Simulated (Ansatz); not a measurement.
# Au: the cost of one run

Computed with Ansatz 0.2.0 (DFT PBEsol, scalar-relativistic, plane waves, PAW, unless a step's input says otherwise).

1 further run of the same task is left out (set aside as unsound or not needed).

## Step 1: The starting structure

The structure is hexagonal, space group P6_3/mmc (No. 194). The conventional cell has a = 2.769 Å, b = 2.769 Å, c = 9.593 Å, α = 90.00°, β = 90.00°, γ = 120.00°. Au (site symmetry -6m2) is surrounded by 12 Au at 2.77 to 2.88 Å. Au (site symmetry -3m) is surrounded by 12 Au at 2.77 to 2.88 Å.

Structure file:

```cif
data_structure
_symmetry_space_group_name_H-M 'P 1'
_symmetry_Int_Tables_number 1
_cell_length_a 2.7688
_cell_length_b 2.7688
_cell_length_c 9.5931
_cell_angle_alpha 90.000
_cell_angle_beta 90.000
_cell_angle_gamma 120.000
_cell_volume 63.69
loop_
_atom_site_label
_atom_site_type_symbol
_atom_site_fract_x
_atom_site_fract_y
_atom_site_fract_z
_atom_site_occupancy
Au1 Au 0.33333 0.66667 0.25000 1
Au2 Au 0.66667 0.33333 0.75000 1
Au3 Au 0.00000 0.00000 0.00000 1
Au4 Au 0.00000 0.00000 0.50000 1
```

It was made, by the change told below, from a structure of the Crystallography Open Database.

## Step 2: Substitution of an element, cell strained: Ag → Au, first probe

The structure above already holds this change against its source: Au takes all sites of Ag, and lengths are scaled by 0.963 as a first guess of the size; strain xx, yy, zz, yz, xz, xy = -0.4, -0.4, -0.4, +0.0, +0.0, +0.0 %.

input.yaml

```yaml
crystal:
  lattice:
    - [2.7687650882, 0.0, 0.0]
    - [-1.3843825441, 2.3978209035, 0.0]
    - [0.0, 0.0, 9.5931194483]
  atoms:
    - { symbol: Au, position: [0.3333333333, 0.6666666667, 0.25] }
    - { symbol: Au, position: [0.6666666667, 0.3333333333, 0.75] }
    - { symbol: Au, position: [0.0, 0.0, 0.0] }
    - { symbol: Au, position: [0.0, 0.0, 0.5] }
basis:
  ecutwfc: 420
kpoints:
  mp_grid: { grid: [9, 9, 2] }
hamiltonian:
  xc: pbesol
scf:
  occupations: { method: gaussian, width: 0.1 }
output:
  forces: true
  stress: true
  eigenvalues: true
```

The run is started by

```console
> ansatz run input.yaml --threads 1 --pin off --max-ram 1331MiB --backend cpu --events-out ev --progress --plain --runs-dir out
```

Q: Estimate wall time and peak memory on 1 thread of an Arm CPU, shared host.

About 3.7 s, with a peak of 0.33 GiB.
